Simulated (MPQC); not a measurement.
# A workflow on BH2F (SMILES BF)

We compute a series of 8 runs (HF/def2-SVP, HF/def2-SVPD, UHF/def2-SVPD, HF/def2-TZVP, HF/def2-TZVPD, UHF/def2-TZVPD, HF/def2-TZVPPD, UHF/def2-TZVPPD) of BFH2 and its partners. 

The calculation is run with MPQC 2.3.1.

9 further runs of the same task are left out: 9 set aside as unsound or not needed.

### 1 The structure to begin with

The species is BH2F (4 atoms), meant as a singlet with charge 0. As SMILES, `BF`. The shape is that of a PBE0-D4/def2-TZVP optimisation.

Bond lengths: B1–F2 1.317 Å, B1–H3 1.197 Å, B1–H4 1.198 Å. Angles: F2–B1–H3 117.8°, F2–B1–H4 117.8°, H3–B1–H4 124.4°.

### 2 A single-point energy at HF/def2-SVP (run 1)

job.in reads:

```
molecule<Molecule>: (
  symmetry = c1
  unit = angstrom
  { atoms geometry } = {
    B  [ -0.027300    -0.004000    -0.030800 ]
    F  [ 1.061200    -0.296700     0.649900 ]
    H  [ -1.012500    -0.649100     0.186200 ]
    H  [ 0.034200     0.889600    -0.825600 ]
  }
)
basis<GaussianBasisSet>: (
  name = "def2-SVP"
  molecule = $:molecule
  basisdir = "."
  puream = yes
)
mpqc: (
  checkpoint = no
  savestate = no
  restart = no
  do_energy = yes
  do_gradient = no
  optimize = no
  mole<CLHF>: (
    molecule = $:molecule
    basis = $:basis
    total_charge = 0
    memory = 1000000000
    print_evals = yes
    print_npa = yes
    maxiter = 70
    value_accuracy = 1e-08
    guess_wavefunction<CLHF>: (
      molecule = $:molecule
      total_charge = 0
      memory = 1000000000
      value_accuracy = 1e-3
      basis<GaussianBasisSet>: (
        name = "STO-3G"
        molecule = $:molecule
      )
    )
  )
)
```

The basis set def2-SVP is read from a file made from the Basis Set Exchange's data (not shown).

The run is started by

```console
$ mpqc -o job.out job.in
```

What it wrote (excerpt; [...] marks lines left out):

```text
MPQC: Massively Parallel Quantum Chemistry
[...]
  LUMO is     9   A =   0.099466
  total scf energy = -125.2236231643
Value of the MolecularEnergy: -125.2236231643
[...]
      symmetry = c1
[...]
```

It took 0.32 s on 1 thread of Arm Neoverse V2, shared host.

### 3 A single-point energy at HF/def2-SVPD (run 2)

job.in, as its differences from that of step 2:

```diff
@@ -11,3 +11,3 @@
 basis<GaussianBasisSet>: (
-  name = "def2-SVP"
+  name = "def2-SVPD"
   molecule = $:molecule
```

The basis set def2-SVPD is read from a file made from the Basis Set Exchange's data (not shown).

The run is started by

```console
$ mpqc -o job.out job.in
```

What it wrote (excerpt; [...] marks lines left out):

```text
MPQC: Massively Parallel Quantum Chemistry
[...]
  LUMO is     9   A =   0.078428
  total scf energy = -125.2283001263
Value of the MolecularEnergy: -125.2283001263
[...]
      symmetry = c1
[...]
```

Run time: 2 s. Hardware: 1 thread of Arm Neoverse V2, shared host; peak memory 0.21 GiB.

Runs 3 to 7 aren't shown in full; the table further down has their settings and results.

### 4 The H atom: the energy at UHF/def2-TZVPPD (run 8)

job.in reads:

```
molecule<Molecule>: (
  symmetry = c1
  unit = angstrom
  { atoms geometry } = {
    H  [ 0.000000     0.000000     0.000000 ]
  }
)
basis<GaussianBasisSet>: (
  name = "def2-TZVPPD"
  molecule = $:molecule
  basisdir = "."
  puream = yes
)
mpqc: (
  checkpoint = no
  savestate = no
  restart = no
  do_energy = yes
  do_gradient = no
  optimize = no
  mole<UHF>: (
    molecule = $:molecule
    basis = $:basis
    total_charge = 0
    multiplicity = 2
    memory = 1000000000
    print_evals = yes
    print_npa = yes
    maxiter = 70
    value_accuracy = 1e-08
    guess_wavefunction<UHF>: (
      molecule = $:molecule
      total_charge = 0
      multiplicity = 2
      memory = 1000000000
      value_accuracy = 1e-3
      basis<GaussianBasisSet>: (
        name = "STO-3G"
        molecule = $:molecule
      )
    )
  )
)
```

The basis set def2-TZVPPD is read from a file made from the Basis Set Exchange's data (not shown).

The run is started by

```console
$ mpqc -o job.out job.in
```

What it wrote (excerpt; [...] marks lines left out):

```text
MPQC: Massively Parallel Quantum Chemistry
[...]
  <S^2>      = 0.750000
  total scf energy =   -0.4998098322
Value of the MolecularEnergy:   -0.4998098322
[...]
      symmetry = c1
[...]
      nbasis = 17
[...]
    nalpha = 1
    nbeta = 0
[...]
```

It took 0.08 s on 1 thread of Arm Neoverse V2, shared host.

### 5 Overview of the runs

| run | level | partner | energy (Eh) | HOMO energy (eV) | LUMO energy (eV) | HOMO–LUMO gap (eV) | wall time |
| --- | --- | --- | --- | --- | --- | --- | --- |
| 1 | HF/def2-SVP | base | -125.223623 | -13.25 | 2.71 | 15.96 | 0.32 s |
| 2 | HF/def2-SVPD | base | -125.228300 | -13.33 | 2.13 | 15.47 | 2 s |
| 3 | UHF/def2-SVPD | atoms | -0.499278 | – | – | – | 0.08 s |
| 4 | HF/def2-TZVP | base | -125.379394 | -13.27 | 2.14 | 15.41 | 5.1 s |
| 5 | HF/def2-TZVPD | base | -125.379673 | -13.28 | 1.33 | 14.61 | 11 s |
| 6 | UHF/def2-TZVPD | atoms | -0.499810 | – | – | – | 0.08 s |
| 7 | HF/def2-TZVPPD | base | -125.380020 | -13.27 | 1.33 | 14.60 | 15 s |
| 8 | UHF/def2-TZVPPD | atoms | -0.499810 | – | – | – | 0.08 s |

Convergence of the total energy of singlet BH2F with the basis set, against the last point:

| basis set | from the last (mEh) | wall time |
| --- | --- | --- |
| def2-SVP | +156.397 | 0.32 s |
| def2-SVPD | +151.720 | 2 s |
| def2-TZVP | +0.626 | 5.1 s |
| def2-TZVPD | +0.347 | 11 s |
| def2-TZVPPD | +0.000 | 15 s |

Convergence of the HOMO energy of singlet BH2F with the basis set, against the last point:

| basis set | from the last (eV) | wall time |
| --- | --- | --- |
| def2-SVP | +0.0198 | 0.32 s |
| def2-SVPD | -0.0596 | 2 s |
| def2-TZVP | +0.0048 | 5.1 s |
| def2-TZVPD | -0.0022 | 11 s |
| def2-TZVPPD | +0.0000 | 15 s |

### 6 Outcome

| quantity | value |
| --- | --- |
| H atom, run 8: total energy | -0.49981 Eh |
| H atom, run 8: ⟨S²⟩ | 0.750 |

For the total energy of singlet BH2F to stay within 10 mEh of the last point, def2-TZVP is the first point of the series from which all later ones do (5.1 s against 15 s). For the total energy of singlet BH2F to stay within 2 mEh of the last point, def2-TZVP is the first point of the series from which all later ones do (5.1 s against 15 s). For the HOMO energy of singlet BH2F to stay within 0.05 eV of the last point, def2-TZVP is the first point of the series from which all later ones do (5.1 s against 15 s). For the HOMO energy of singlet BH2F to stay within 0.01 eV of the last point, def2-TZVP is the first point of the series from which all later ones do (5.1 s against 15 s). All runs together took 33 s, the longest 15 s.
